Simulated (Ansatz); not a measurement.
# ClH2InO: the cost of one run

Program: Ansatz 0.2.0. Level of theory: RKS PBE0/def2-SVPD. These are calculated values, not measurements.

**1. The system as given**

Bond lengths: In1–O2 2.432 Å, In1–Cl4 2.620 Å, O2–H5 0.954 Å. Angles: In1–O2–H5 167.4°, O2–In1–Cl4 69.6°.

As a file:

```xyz
5

In    1.3857    1.2496   -0.2891
O     0.1951   -0.8578   -0.5234
H    -0.3831   -0.0767    0.2937
Cl   -0.7695    1.2475    1.2008
H    -0.4283   -1.5625   -0.6820
```

**2. Pulling towards end A**

Springs on the bonds that form and break draw the guess towards this end; the thresholds are loose.

The input, input.yaml:

```yaml
crystal:
  periodic: [false, false, false]
  atoms:
    - { symbol: In, position_ang: [1.3857, 1.2496, -0.2891] }
    - { symbol: O, position_ang: [0.1951, -0.8578, -0.5234] }
    - { symbol: H, position_ang: [-0.3831, -0.0767, 0.2937] }
    - { symbol: Cl, position_ang: [-0.7695, 1.2475, 1.2008] }
    - { symbol: H, position_ang: [-0.4283, -1.5625, -0.682] }
basis:
  gaussian: { orbitals: def2-SVPD }
hamiltonian:
  xc: pbe0
relax:
  f_tol: 0.15
  max_steps: 25
  restrain:
    - { distance: [2, 1], at: 2.27, k: 30.0 }
    - { distance: [0, 1], at: 2.08, k: 30.0 }
    - { distance: [0, 2], at: 1.73, k: 30.0 }
output:
  orbitals: {}
```

Run with:

```
$ ansatz run input.yaml --threads 2 --pin off --max-ram 3072MiB --backend cpu --events-out ev --progress --plain --runs-dir out
```

**Question.** How long does this run take on 2 threads of AMD EPYC 7R13 (Zen 3), shared host, and how much memory does it need?

About 19 s, with a peak of 0.23 GiB.
